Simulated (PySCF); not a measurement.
# [Er(H2O)4]3+: forces at shaken geometries

Aim: move all atoms of relaxed [Er(H2O)4]3+ at random and read energies and forces. The structure is generated, not taken from experiment.

Computed with PySCF 2.14.0. Level: TPSS, Er lcecp-1-SVP with ECP57, O def2-SVP, H def2-SVP; scalar-relativistic core potentials, no spin–orbit coupling.

2 further runs of the same task are left out: 1 for a known fault of the program, 1 set aside as unsound or not needed.

## Step 1: Starting geometry

13 atoms, charge 3, spin multiplicity 1.

Bond lengths: Er1–O2 2.256 Å, Er1–O5 2.256 Å, Er1–O8 2.256 Å, Er1–O11 2.256 Å, O2–H3 0.994 Å, O2–H4 0.994 Å, O5–H6 0.994 Å, O5–H7 0.994 Å, O8–H9 0.994 Å, O8–H10 0.994 Å, O11–H12 0.994 Å, O11–H13 0.994 Å. Angles: O2–Er1–O5 110.7°, O2–Er1–O8 107.0°, O2–Er1–O11 110.7°, O5–Er1–O8 110.7°, O5–Er1–O11 107.0°, O8–Er1–O11 110.7°, Er1–O2–H3 128.2°, Er1–O2–H4 128.3°, H3–O2–H4 103.5°, Er1–O5–H6 128.3°, Er1–O5–H7 128.2°, H6–O5–H7 103.5°, Er1–O8–H9 128.3°, Er1–O8–H10 128.2°, H9–O8–H10 103.5°, Er1–O11–H12 128.2°, Er1–O11–H13 128.3°, H12–O11–H13 103.5°.

As a file:

```xyz
13

Er    0.0000    0.0000    0.0000
O     1.3418    1.3163    1.2481
H     2.1542    1.0575    1.7595
H     1.2674    2.2943    1.4113
O    -1.3417   -1.2482    1.3163
H    -1.2673   -1.4114    2.2943
H    -2.1543   -1.7592    1.0575
O     1.3418   -1.3163   -1.2481
H     1.2674   -2.2943   -1.4113
H     2.1542   -1.0575   -1.7595
O    -1.3417    1.2482   -1.3163
H    -2.1543    1.7592   -1.0575
H    -1.2673    1.4114   -2.2943
```

Formal oxidation states: Er +3. Each metal's 11 4f electrons lie in its core potential, so multiplicities, spins and levels count the valence alone. An earlier session relaxed this geometry at TPSS, Er lcecp-1-SVP with ECP57, O def2-SVP, H def2-SVP (singlet, point group D2).

Its energy there is -342.777582 Eh.

## Step 2: Atoms moved at random, σ = 0.1 Å

The input, run.py (the lines that set the calculation):

```python
mol = gto.M(atom='''
Er    -0.03139     0.10303     0.00187
O      1.21791     1.40014     1.43800
H      2.18427     1.00991     1.81291
H      1.33882     2.38753     1.51505
O     -1.36504    -1.28344     1.21406
H     -1.35583    -1.29878     2.30070
H     -2.11141    -1.56071     0.97165
O      1.33877    -1.45827    -1.15103
H      1.23494    -2.35853    -1.44806
H      2.32413    -1.15064    -1.92287
O     -1.27387     1.27825    -1.43920
H     -2.10592     1.65791    -1.02501
H     -1.39538     1.27360    -2.26806''',
    basis={'Er': 'lcecp-1-SVP', 'O': 'def2-SVP', 'H': 'def2-SVP'},
    ecp={'Er': 'lcecp-1-SVP'},
    charge=3, spin=0)
mf = dft.RKS(mol, xc='TPSS')
mf.grids.atom_grid = (50, 194)  # f atoms: unpruned, at least (60, 302)
mf = mf.density_fit()  # fitting sets: Er AutoAux, O def2-universal-JKFIT, H def2-universal-JKFIT
mf.conv_tol = 1e-08; mf.max_cycle = 55
mf.kernel(dm0)  # dm0: the density of the relaxed state
```

Run with:

```console
OMP_NUM_THREADS=2 python run.py
```

## Step 3: Atoms moved at random, σ = 0.06 Å

The input, run.py (the lines that set the calculation):

```python
mol = gto.M(atom='''
Er    -0.05781    -0.00444    -0.03956
O      1.29159     1.37468     1.17101
H      2.16379     1.05423     1.72348
H      1.30374     2.36299     1.45720
O     -1.34050    -1.24596     1.37950
H     -1.31230    -1.31713     2.26183
H     -2.13248    -1.82424     1.10206
O      1.25632    -1.32416    -1.17428
H      1.27155    -2.32510    -1.45080
H      2.22484    -1.14383    -1.75954
O     -1.33987     1.20623    -1.33184
H     -2.08281     1.75382    -1.09667
H     -1.24608     1.43291    -2.24239''',
    basis={'Er': 'lcecp-1-SVP', 'O': 'def2-SVP', 'H': 'def2-SVP'},
    ecp={'Er': 'lcecp-1-SVP'},
    charge=3, spin=0)
mf = dft.RKS(mol, xc='TPSS')
mf.grids.atom_grid = (50, 194)  # f atoms: unpruned, at least (60, 302)
mf = mf.density_fit()  # fitting sets: Er AutoAux, O def2-universal-JKFIT, H def2-universal-JKFIT
mf.conv_tol = 1e-08; mf.max_cycle = 55
mf.kernel(dm0)  # dm0: the density of the relaxed state
```

## Step 4: Atoms moved at random, σ = 0.06 Å

The input, run.py (the lines that set the calculation):

```python
mol = gto.M(atom='''
Er    -0.02643     0.02062     0.03602
O      1.39413     1.35603     1.27028
H      2.10349     0.98959     1.77849
H      1.30436     2.33308     1.29787
O     -1.49370    -1.23788     1.43112
H     -1.23599    -1.35811     2.39727
H     -2.15800    -1.74987     0.97039
O      1.34335    -1.41575    -1.42944
H      1.29095    -2.25984    -1.34093
H      2.15544    -1.08442    -1.82391
O     -1.40613     1.35115    -1.32633
H     -2.06980     1.72216    -1.06555
H     -1.20167     1.33324    -2.19527''',
    basis={'Er': 'lcecp-1-SVP', 'O': 'def2-SVP', 'H': 'def2-SVP'},
    ecp={'Er': 'lcecp-1-SVP'},
    charge=3, spin=0)
mf = dft.RKS(mol, xc='TPSS')
mf.grids.atom_grid = (50, 194)  # f atoms: unpruned, at least (60, 302)
mf = mf.density_fit()  # fitting sets: Er AutoAux, O def2-universal-JKFIT, H def2-universal-JKFIT
mf.conv_tol = 1e-08; mf.max_cycle = 55
mf.kernel(dm0)  # dm0: the density of the relaxed state
```

Before running it: what results should come out? Wanted: for each run, σ; energy rise; harmonic estimate −½ F·u; largest force component.

As calculated:

| σ (Å) | energy rise (eV) | harmonic estimate −½ F·u (eV) | largest force component (eV/Å) |
| --- | --- | --- | --- |
| 0.1 | 3.411 | 3.146 | 12.40 |
| 0.06 | 1.175 | 1.153 | 7.25 |
| 0.06 | 3.129 | 3.247 | 13.62 |

Every displacement raises the energy. For a harmonic well the rise equals −½ F·u; the two differ by at most 8 % here (a move with σ = 0.1 Å), from anharmonicity, the grid and the small forces left at the relaxed point. These are double-zeta-type bases without diffuse functions. Spin–orbit coupling is left out.
